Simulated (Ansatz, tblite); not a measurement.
**The cluster Sn₅S₅: a ladder of methods and basis sets**

One table from this session's results is given with a row withheld; the runs are named, their logs left out.

Method: as each input shows; program: Ansatz 0.2.0, Gaussian basis.

Plan: GFN1-xTB, GFN2-xTB, PBE-D4/def2-TZVP, r2SCAN-D4/def2-TZVP, BLYP-D4/def2-TZVP, BHLYP-D4/def2-TZVP, PBE-D4/def2-SVP, PBE0-D4/def2-SVP, MP2/def2-SVP.

7 further runs of the same task are left out: 4 that didn't finish, 3 set aside as unsound or not needed. Runs told in other sessions of the task aren't counted.

**The geometry**

The geometry is that of the singlet, from an earlier relaxation (PBE0-D4/def2-SVP). At that level it is the lowest of the isomers that a small search found.

10 atoms, charge 0, spin multiplicity 1.

Bond lengths: Sn1–S6 2.629 Å, Sn1–S8 2.530 Å, Sn1–S10 2.629 Å, Sn2–S6 2.632 Å, Sn2–S7 2.611 Å, Sn2–S10 2.632 Å, Sn3–S6 2.581 Å, Sn3–S7 2.624 Å, Sn3–S9 2.627 Å, Sn4–S7 2.624 Å, Sn4–S9 2.627 Å, Sn4–S10 2.581 Å, Sn5–S8 2.387 Å, Sn5–S9 2.541 Å. Angles: S6–Sn1–S8 105.5°, S6–Sn1–S10 87.2°, S8–Sn1–S10 105.4°, S6–Sn2–S7 89.0°, S6–Sn2–S10 87.1°, S7–Sn2–S10 89.0°, S6–Sn3–S7 89.8°, S6–Sn3–S9 102.8°, S7–Sn3–S9 86.0°, S7–Sn4–S9 86.0°, S7–Sn4–S10 89.8°, S9–Sn4–S10 102.9°, S8–Sn5–S9 105.8°, Sn1–S6–Sn2 85.1°, Sn1–S6–Sn3 120.7°, Sn2–S6–Sn3 90.8°, Sn2–S7–Sn3 90.3°, Sn2–S7–Sn4 90.3° and more.

Sn takes a core potential in the def2 sets. No spin-orbit coupling is included.

PBE0-D4/def2-TZVP was run before; its log isn't repeated, and its numbers join the tables.

The first run:

Tight binding, by tblite at 300 K electronic temperature and without a spin-polarisation term:

```python
tblite.interface.Calculator('GFN1-xTB', numbers, positions, charge=0, uhf=0).singlepoint()
```

Tight binding, by tblite at 300 K electronic temperature and without a spin-polarisation term:

```python
tblite.interface.Calculator('GFN2-xTB', numbers, positions, charge=0, uhf=0).singlepoint()
```

start.molden holds the orbitals of an earlier run on this state, given as this run's starting guess.

in.yaml

```yaml
crystal:
  periodic: [false, false, false]
  atoms:
    - {symbol: Sn, position_ang: [1.034643, 2.208042, -0.766868]}
    - {symbol: Sn, position_ang: [-1.469284, 0.309832, -2.433880]}
    - {symbol: Sn, position_ang: [0.538817, -2.292047, -0.712016]}
    - {symbol: Sn, position_ang: [-2.139207, -0.387555, 1.148809]}
    - {symbol: Sn, position_ang: [1.975836, -0.013734, 2.848710]}
    - {symbol: S, position_ang: [1.089321, -0.118606, -1.990074]}
    - {symbol: S, position_ang: [-2.022732, -1.827992, -1.041444]}
    - {symbol: S, position_ang: [2.289259, 1.859147, 1.402154]}
    - {symbol: S, position_ang: [0.188055, -1.446731, 1.749898]}
    - {symbol: S, position_ang: [-1.484707, 1.709654, -0.205289]}
basis:
  gaussian: {orbitals: def2-TZVP, initial_orbitals: start.molden}
hamiltonian: {xc: pbe, dispersion: d4}
scf: {omitted_lower_state_checks: [starts]}
output: {orbitals: {seedname: orbitals}}
```

Command:

```
> ansatz run in.yaml --threads 4 --pin off --events-out ev --progress --plain --max-ram 6963MiB
```

Steps of the session up to this table: PBE-D4/def2-TZVP; r2SCAN-D4/def2-TZVP; BLYP-D4/def2-TZVP; BHLYP-D4/def2-TZVP; PBE-D4/def2-SVP; PBE0-D4/def2-SVP; MP2/def2-SVP.

One of the session's tables, all rows but one given; the rest of the session is left out.

It belongs to the step «Binding energy». 

| level | binding an atom (eV) |
| --- | --- |
| HF/def2-SVP | 1.842 |
| PBE-D4/def2-SVP | 3.499 |
| PBE-D4/def2-TZVP | 3.507 |
| BLYP-D4/def2-TZVP | 3.381 |
| r2SCAN-D4/def2-TZVP | 3.362 |
| PBE0-D4/def2-SVP | ? |
| PBE0-D4/def2-TZVP | 3.355 |
| BHLYP-D4/def2-TZVP | 3.158 |
| MP2/def2-SVP | 2.943 |

Estimate the missing values for PBE0-D4/def2-SVP.

The run gave: binding an atom (eV): 3.335. In the column «binding an atom (eV)» it lies between BHLYP-D4/def2-TZVP (3.158) and PBE0-D4/def2-TZVP (3.355).

Caveats from the session: Free atoms were run apart at each level; binding is atoms less cluster, divided by the number of atoms, without zero-point or spin-orbit terms.
